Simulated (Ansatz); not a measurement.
**C3H9AlS: one species, many methods**

The task here is to estimate one member of a computed series from the others.

The runs use Ansatz 0.2.0, Gaussian basis; functionals in def2-TZVPP, the program's frozen cores in correlated methods.

Levels to be run: LDA (SPW92), PBE-D4, revPBE-D4, BLYP-D4, r2SCAN-D4, B97M-V, PBE0-D4, B3LYP-D4, r2SCANh-D4, r2SCAN0-D4, HSE06-D4, BHLYP-D4, CAM-B3LYP-D4, LC-ωPBE, ωB97X-V, ωB97M-V, B2PLYP, PBE-QIDH; CCSD(T)/def2-SVP; CCSD(T)/def2-TZVPP; MP2/def2-QZVPP; extrapolation to the limit; RPA on PBE.

**The geometry**

An earlier PBE0-D4 in a triple-zeta def2 set relaxation fixed the geometry.

14 atoms, charge 0, spin multiplicity 1.

Atoms are counted from 1 here; the program's logs count them from 0.

Bond lengths: C1–C2 1.514 Å, C1–H6 1.092 Å, C1–H7 1.092 Å, C1–H8 1.092 Å, C2–S3 1.813 Å, C2–H9 1.093 Å, C2–H10 1.092 Å, S3–C4 1.846 Å, S3–Al5 2.418 Å, C4–Al5 1.964 Å, C4–H11 1.088 Å, C4–H12 1.089 Å, Al5–H13 1.585 Å, Al5–H14 1.589 Å. Angles: C2–C1–H6 111.0°, C2–C1–H7 109.9°, C2–C1–H8 111.5°, H6–C1–H7 108.2°, H6–C1–H8 108.3°, H7–C1–H8 107.9°, C1–C2–S3 110.5°, C1–C2–H9 111.6°, C1–C2–H10 111.2°, S3–C2–H9 106.9°, S3–C2–H10 107.9°, H9–C2–H10 108.5°, C2–S3–C4 100.8°, C2–S3–Al5 100.4°, C4–S3–Al5 52.8°, S3–C4–Al5 78.7°, S3–C4–H11 109.2°, S3–C4–H12 107.3° and more.

As a file:

```xyz
14

C    -2.00781    0.45721   -0.75984
C    -0.78425   -0.42087   -0.60885
S     0.72713    0.57740   -0.68566
C     1.95430   -0.59896    0.03332
Al    1.45424    0.44868    1.61691
H    -2.07928    1.17223    0.06185
H    -2.90966   -0.15879   -0.75423
H    -1.98720    1.01464   -1.69862
H    -0.71861   -1.16005   -1.41072
H    -0.79092   -0.94668    0.34855
H     1.62978   -1.61880   -0.16438
H     2.90877   -0.40903   -0.45536
H     2.38566    1.65955    2.03981
H     0.20505   -0.04583    2.46612
```

Set-up of the first run:

Input file in.yaml:

```yaml
crystal:
  periodic: [false, false, false]
  atoms:
    - {symbol: C, position_ang: [-2.007807, 0.457212, -0.759842]}
    - {symbol: C, position_ang: [-0.784250, -0.420867, -0.608849]}
    - {symbol: S, position_ang: [0.727126, 0.577400, -0.685664]}
    - {symbol: C, position_ang: [1.954302, -0.598965, 0.033322]}
    - {symbol: Al, position_ang: [1.454240, 0.448681, 1.616909]}
    - {symbol: H, position_ang: [-2.079282, 1.172230, 0.061850]}
    - {symbol: H, position_ang: [-2.909664, -0.158786, -0.754233]}
    - {symbol: H, position_ang: [-1.987195, 1.014642, -1.698620]}
    - {symbol: H, position_ang: [-0.718611, -1.160048, -1.410724]}
    - {symbol: H, position_ang: [-0.790917, -0.946685, 0.348553]}
    - {symbol: H, position_ang: [1.629780, -1.618801, -0.164378]}
    - {symbol: H, position_ang: [2.908775, -0.409035, -0.455357]}
    - {symbol: H, position_ang: [2.385656, 1.659555, 2.039809]}
    - {symbol: H, position_ang: [0.205046, -0.045831, 2.466122]}
basis:
  gaussian: {orbitals: def2-TZVPP}
hamiltonian: {xc: lda}
output: {orbitals: {seedname: orbitals}}
```

Among the steps run: LDA; PBE-D4 (GGA); revPBE-D4 (GGA); BLYP-D4 (GGA); r2SCAN-D4 (meta-GGA); B97M-V (meta-GGA); PBE0-D4 (hybrid); B3LYP-D4 (hybrid); r2SCANh-D4 (hybrid); r2SCAN0-D4 (hybrid); HSE06-D4 (hybrid); BHLYP-D4 (hybrid); CAM-B3LYP-D4 (range-separated); LC-ωPBE (range-separated); ωB97X-V (range-separated); ωB97M-V (range-separated); B2PLYP (double hybrid); PBE-QIDH (double hybrid).

One table of the session follows, with a row left open; its other results are not shown here.

It belongs to the step «Orbital energies across the functionals». 

```
  functional  HOMO (eV)  gap (eV)
 LDA (SPW92)      -5.74      4.60
      PBE-D4          ?         ?
   revPBE-D4      -5.56      4.72
     BLYP-D4      -5.47      4.64
   r2SCAN-D4      -5.83      5.22
      B97M-V      -5.94      5.14
     PBE0-D4      -6.74      6.60
    B3LYP-D4      -6.54      6.18
  r2SCANh-D4      -6.25      5.93
  r2SCAN0-D4      -6.89      6.95
    HSE06-D4      -6.35      5.84
    BHLYP-D4      -7.77      8.37
CAM-B3LYP-D4      -8.04      8.79
     LC-ωPBE      -9.38     11.19
     ωB97X-V      -9.05     10.72
     ωB97M-V      -8.90     10.26
```

Estimate the missing values for PBE-D4.

The run gave: HOMO (eV): -5.61; gap (eV): 4.68. In the column «HOMO (eV)» it lies between LDA (SPW92) (-5.74) and revPBE-D4 (-5.56).
